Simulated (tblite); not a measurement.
# C6H10BF3: the cost of one run

The runs use tblite 0.8.0 and PySCF 2.14.0, with density-fitted response routines of our own; the level of theory stands in each step. All values are computed, except where a source is named. Atoms are numbered from 0 throughout.

**1. The molecule as given**

20 atoms, charge 0, multiplicity 1; geometry from: force field or distance geometry start.

Bonds of the start (Å): C0–C1 1.51, C1–C2 1.51, C2–C3 1.33, C3–C4 1.49, C4–C5 1.53, C5–F6 1.39, C1–B7 1.59, B7–F8 1.45, B7–F9 1.45, C0–H10 1.11, C0–H11 1.12, C0–H12 1.11, C1–H13 1.12, C2–H14 1.09, C3–H15 1.11, C4–H16 1.11, C4–H17 1.11, C5–H18 1.10, C5–H19 1.11.

**2. Geometry optimisation with GFN2-xTB**

Job settings and geometry (Å):

```
{"job": {"kind": "relax", "xc": "GFN2-xTB", "basis": "xTB"}, "charge": 0, "multiplicity": 1}
C     -2.609100     0.758700     0.485800
C     -1.519300    -0.291600     0.544300
C     -0.207500     0.266500     0.040900
C      0.932200     0.147000     0.709700
C      2.226100     0.690900     0.196500
C      2.722100    -0.114100    -1.010200
F      3.942500     0.395400    -1.436400
B     -1.904100    -1.576700    -0.303600
F     -2.126400    -1.467600    -1.730400
F     -2.031800    -2.872900     0.335600
H     -2.339100     1.638700     1.103900
H     -3.574400     0.348300     0.887500
H     -2.787200     1.103500    -0.549100
H     -1.402700    -0.615600     1.611800
H     -0.215500     0.772900    -0.929500
H      0.936600    -0.351300     1.699400
H      2.993000     0.652800     0.997500
H      2.091000     1.751900    -0.100600
H      2.001400    -0.049300    -1.840700
H      2.867000    -1.176900    -0.715400
```

On the command line:

```sh
OMP_NUM_THREADS=1 python probes_run.py task.json out
```

This one command runs all jobs of the session in turn.

Q: Estimate the wall time of this first job on 1 thread of Arm Neoverse N1, shared host.

About 2 s.
